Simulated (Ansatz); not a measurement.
# Zn3GeO: the cost of one run

Program: Ansatz 0.2.0. Level of theory: DFT PBEsol, scalar-relativistic, plane waves, PAW. These are calculated values, not measurements.

3 further runs of the same task are left out: 2 that didn't finish, 1 set aside as unsound or not needed.

**1. The structure to begin with**

Symmetry: Pm-3m, No. 221, cubic system. Conventional cell: a = 4.156 Å, b = 4.156 Å, c = 4.156 Å, α = 90.00°, β = 90.00°, γ = 90.00°. Zn (site symmetry 4/mmm) is surrounded by 2 O at 2.08 Å. Around Ge (site symmetry m-3m) lie 12 Zn at 2.94 Å. O (site symmetry m-3m) is surrounded by 6 Zn at 2.08 Å.

Structure file:

```cif
data_structure
_symmetry_space_group_name_H-M 'P 1'
_symmetry_Int_Tables_number 1
_cell_length_a 4.1559
_cell_length_b 4.1559
_cell_length_c 4.1559
_cell_angle_alpha 90.000
_cell_angle_beta 90.000
_cell_angle_gamma 90.000
_cell_volume 71.78
loop_
_atom_site_label
_atom_site_type_symbol
_atom_site_fract_x
_atom_site_fract_y
_atom_site_fract_z
_atom_site_occupancy
Zn1 Zn 0.50000 0.50000 0.00000 1
Zn2 Zn 0.00000 0.50000 0.50000 1
Zn3 Zn 0.50000 0.00000 0.50000 1
Ge1 Ge 0.00000 0.00000 0.00000 1
O1 O 0.50000 0.50000 0.50000 1
```

This is a trial structure built by rule; it need not be a known or stable form of this composition.

It is the result of an earlier relaxation at this level (volume 14.36 Å³/atom; gap on the mesh: none (metal)).

The cell was built by a swap of Ca by Zn in Ca3GeO; it need not be the stable form of this composition.

**2. Relaxing at 2 GPa**

What is minimised here is the enthalpy; the energy can go up as the cell is squeezed.

Input file input.yaml:

```yaml
crystal:
  lattice:
    - [4.1558786447, 0.0, 0.0]
    - [0.0, 4.1558786447, 0.0]
    - [0.0, 0.0, 4.1558786447]
  atoms:
    - { symbol: Zn, position: [0.5, 0.5, 0.0] }
    - { symbol: Zn, position: [0.0, 0.5, 0.5] }
    - { symbol: Zn, position: [0.5, 0.0, 0.5] }
    - { symbol: Ge, position: [0.0, 0.0, 0.0] }
    - { symbol: O, position: [0.5, 0.5, 0.5] }
basis:
  ecutwfc: 420
kpoints:
  mp_grid: { grid: [8, 8, 8] }
hamiltonian:
  xc: pbesol
scf:
  occupations: { method: fermi_dirac, width: 0.15 }
output:
  forces: true
  stress: true
  eigenvalues: true
relax:
  adjacent_minimum: "off"
  f_tol: 0.001
  max_steps: 60
  cell: { stress_tol: 0.02, p_target: 2.0 }
```

Command:

```console
$ ansatz run input.yaml --threads 1 --pin off --max-ram 3072MiB --backend cpu --events-out ev --progress --plain --runs-dir out
```

Q: Estimate wall time and peak memory on 1 thread of Arm Neoverse V2, shared host.

About 30 s, with a peak of 0.39 GiB.
